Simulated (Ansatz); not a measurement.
Predict the output of the script below (Ansatz 0.2.0, Python API).

Script `namgf3_push.py`:
```python
import ansatz
import numpy as np

FUNCTIONAL = 'lda'
MESH = (5, 5, 5)
SMEARING = 'Fixed'

system = (
    ansatz.Lattice.of((3.876, 0.0, 0.0), (0.0, 3.876, 0.0), (0.0, 0.0, 3.876))
    .atom('Na', (0.0, 0.0, 0.0))
    .atom('Mg', (0.5, 0.5, 0.5))
    .atom('F', (0.5, 0.5, 0.0))
    .atom('F', (0.0, 0.5, 0.5))
    .atom('F', (0.5, 0.0, 0.5))
)

inverse = np.linalg.inv(np.array(system.lattice.vectors))
home = np.array(system.sites[0].position)
values = np.linspace(-0.02, 0.02, 5)
energies, pulls = [], []
for shift in values:
    moved = system.move(0, to=home + shift * inverse[2])
    model = (
        moved.calculation()
        .functional(FUNCTIONAL)
        .pseudopotentials('paw')
        .kpoints(*MESH)
        .occupations(SMEARING)
        .forces()
    )
    data = model.run().report
    energies.append(data['free_energy_ev'])
    pulls.append(data['forces_ev_ang'][0][2])

print('shift (A)   dE (eV)   force along z (eV/A)')
for shift, e, f in zip(values, energies, pulls):
    print(f'{shift:8.3f} {e - energies[2]:10.5f} {f:12.4f}')
print(f'stiffness from energies {2 * np.polyfit(values, energies, 2)[0]:.3f}, from forces {-np.polyfit(values, pulls, 1)[0]:.3f} eV/A^2')
```

```console
$ python namgf3_push.py
DeckWarning: basis.ecutwfc = 420 eV, auto-derived from the records' recommended cutoffs: set by Na (normal level)
shift (A)   dE (eV)   force along z (eV/A)
  -0.020   -0.00001      -0.0007
  -0.010   -0.00000      -0.0003
   0.000    0.00000      -0.0000
   0.010   -0.00000       0.0003
   0.020   -0.00001       0.0007
stiffness from energies -0.034, from forces -0.034 eV/A^2
```
(Warnings from the package without file and line.)

Of the deposited cell: it was measured well above room temperature. The starting cell is as deposited in a crystallographic database; the results hold for this polymorph, which needn't be the stable one. All periodic images of the atom move with it, so the curvature is one diagonal element of the zone-centre force constants and no normal mode; a positive value doesn't exclude soft modes in which several atoms move. Timing: 11 s on 1 thread of Arm Neoverse V1, with other jobs on the host, peak memory 0.36 GiB.

(Lines on the test bed's own set-up are left out of the output.)
